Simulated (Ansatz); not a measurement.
# CHGe (quartet): wave-function methods side by side, cc-pVDZ

Aim: climb from Hartree-Fock through coupled cluster and multireference methods for CHGe (quartet) at one geometry and basis, and see what each rung misses.

Method: cc-pVDZ, core rule «outside noble gas», up to 15 orbitals frozen; program: Ansatz 0.2.0, Gaussian basis.

The runs, in order: UHF; CCSD(T) on ROHF; CCSD(T) on UHF; BCCD(T) on ROHF; CISD; CCSDT(Q) on ROHF; CCSDT(Q) on UHF; CCSDTQ on ROHF; CCSDTQ on UHF; CASSCF and MRCISD+Q, 9 electrons in 9 orbitals; CASSCF and NEVPT2, 9 electrons in 9 orbitals.

12 further runs of the same task are left out: 1 that didn't finish, 11 set aside as unsound or not needed.

**1. What is computed**

The geometry is a PBE0/def2-TZVP stationary point (not a proven minimum) of the parent state, kept for this charge and spin. No spin-orbit coupling is included. The filled d shell of Ge may be among the frozen orbitals whatever the setting's name suggests; the logs give the count.

3 atoms, charge 0, spin multiplicity 4.

Atoms are counted from 1 here; the program's logs count them from 0.

Bond lengths: Ge1–C2 1.782 Å, Ge1–H3 1.541 Å. Angles: C2–Ge1–H3 180.0°.

**2. UHF**

Input file in.yaml:

```yaml
crystal:
  periodic: [false, false, false]
  atoms:
    - {symbol: Ge, position_ang: [0.000000, 0.000000, 0.080265]}
    - {symbol: C, position_ang: [0.000000, 0.000000, -1.701841]}
    - {symbol: H, position_ang: [0.000000, 0.000000, 1.621576]}
basis:
  gaussian: {orbitals: cc-pVDZ}
magnetization: {spin_polarized: true, initial_magnetization: 3}
hamiltonian: {xc: hf}
output: {orbitals: {seedname: orbitals}}
```

Command:

```
ansatz run in.yaml --threads 1 --pin off --events-out ev --progress --plain --max-ram 8192MiB --backend cpu
```

The runs that follow: CCSD(T) on ROHF; CCSD(T) on UHF; BCCD(T) on ROHF; CISD; CCSDT(Q) on ROHF; CCSDT(Q) on UHF; CCSDTQ on ROHF; CCSDTQ on UHF; CASSCF and MRCISD+Q, 9 electrons in 9 orbitals; CASSCF and NEVPT2, 9 electrons in 9 orbitals.

Q: Predict the results of all the runs planned. Wanted: UCCSDTQ below the RHF energy; RMP2 from UCCSDTQ; UMP2 from UCCSDTQ; RCCSD from UCCSDTQ; RCCSD(T) from UCCSDTQ; UCCSD(T) from UCCSDTQ; RCCSDT(Q) from UCCSDTQ; UCCSDT(Q) from UCCSDTQ; NEVPT2 valence from UCCSDTQ.

The runs gave:

| quantity | value |
| --- | --- |
| UCCSDTQ below the RHF energy | -5.5170 eV |
| RMP2 from UCCSDTQ | +1215.0 meV |
| UMP2 from UCCSDTQ | +1258.7 meV |
| RCCSD from UCCSDTQ | +317.6 meV |
| RCCSD(T) from UCCSDTQ | +103.8 meV |
| UCCSD(T) from UCCSDTQ | +100.4 meV |
| RCCSDT(Q) from UCCSDTQ | +10.3 meV |
| UCCSDT(Q) from UCCSDTQ | +4.4 meV |
| NEVPT2 valence from UCCSDTQ | +781.9 meV |
| MRCISD+Q valence from UCCSDTQ | +9.7 meV |
| levels within 1 kcal/mol (43 meV) | RCCSDT, UCCSDT, RCCSDT(Q), UCCSDT(Q), RCCSDTQ, MRCISD+Q valence |
| T1 diagnostic | 0.027 |
| effectively unpaired electrons | 3.11 |

**Reading.** RCCSD(T) misses by +103.8 meV, 1.9 % of the correlation energy. One determinant dominates. Of the multireference levels listed MRCISD+Q valence comes nearest in total energy (+9.7 meV), which doesn't show that its space is the better one. These misses are within one basis, not against nature; the frozen cores of restricted and unrestricted runs differ, which can shift their rows.
